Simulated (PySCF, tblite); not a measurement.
**C₃H₉Ge₂−: geometry, infrared bands and NMR shifts**

Wanted: the infrared bands and NMR shifts of C₃H₉Ge₂− (`C=C[CH2][GeH-][GeH3]`), by calculation.

The runs use tblite 0.8.0 and PySCF 2.14.0, with density-fitted response routines of our own; the level of theory stands in each step. All values are computed, except where a source is named. Atoms are numbered from 0 throughout.

## Step 1: The starting structure

14 atoms, charge -1, multiplicity 1; geometry from: force field or distance geometry start.

Bonds of the start (Å): C0–C1 1.34, C1–C2 1.51, C2–Ge3 1.93, Ge3–Ge4 2.38, C0–H5 1.08, C0–H6 1.09, C1–H7 1.07, C2–H8 1.11, C2–H9 1.12, Ge3–H10 1.55, Ge4–H11 1.56, Ge4–H12 1.55, Ge4–H13 1.55.

## Step 2: Relaxing the molecule with GFN2-xTB

Job settings and geometry (Å):

```
{"job": {"kind": "relax", "xc": "GFN2-xTB", "basis": "xTB"}, "charge": -1, "multiplicity": 1}
C     -1.652700     1.095700     0.887400
C     -1.372900     0.494300    -0.274100
C     -1.035600    -0.977800    -0.319200
Ge     0.689700    -1.321400     0.485400
Ge     2.362100    -0.027000    -0.607600
H     -1.668200     0.549000     1.822500
H     -1.902400     2.159500     0.893700
H     -1.384600     1.066900    -1.182600
H     -0.998700    -1.302000    -1.382100
H     -1.834800    -1.563500     0.201500
H      0.643600    -0.940800     1.991600
H      2.406900    -0.421800    -2.111800
H      3.738600    -0.287900     0.048600
H      2.008300     1.476400    -0.490300
```

On the command line:

```
> OMP_NUM_THREADS=1 python probes_run.py task.json out
```

This one command runs all jobs of the session in turn.

**Question.** This job is followed by: GFN2-xTB harmonic vibrations, gas phase; GIAO PBE0/pcSseg-1 NMR shielding, non-relativistic, gas phase. What will the session give for the following? strongest single infrared mode (GFN2-xTB); zero-point energy (GFN2-xTB); 13C shifts against TMS (PBE0/pcSseg-1); 1H shifts against TMS (PBE0/pcSseg-1, means over atoms taken as alike); 73Ge shifts against GeMe4 (PBE0/pcSseg-1).

**Answer**, as computed:

```
                                                              quantity                                   value
                             strongest single infrared mode (GFN2-xTB)                   894 cm⁻¹, 1618 km/mol
                                          zero-point energy (GFN2-xTB)                           57.6 kcal/mol
                                13C shifts against TMS (PBE0/pcSseg-1)                   159.6, 93.7, 34.0 ppm
1H shifts against TMS (PBE0/pcSseg-1, means over atoms taken as alike)  6.70, 4.15, 3.75, 3.53, 3.20, 1.30 ppm
                             73Ge shifts against GeMe4 (PBE0/pcSseg-1)                          -270, -390 ppm
```

In words: Relaxing lowered the energy by 1.615 eV in 121 steps; the close pair that moved most is C2–Ge3, from 1.934 to 2.088 Å. All 36 modes are real, so the xTB geometry is a minimum. The strongest single mode, at 894 cm⁻¹, has its largest shares on H11, H12 and H13 (the list is cut at 3 atoms). GFN2-xTB is a fitted tight-binding method: band positions and strengths are rough. Its intensities can rank the bands wrongly. At PBE0/pcSseg-1: The largest span, 605 ppm, is at Ge3, where the paramagnetic term is -1152 ppm. Spin-orbit coupling is left out, which matters for shieldings and couplings at and beside the heavy atoms.
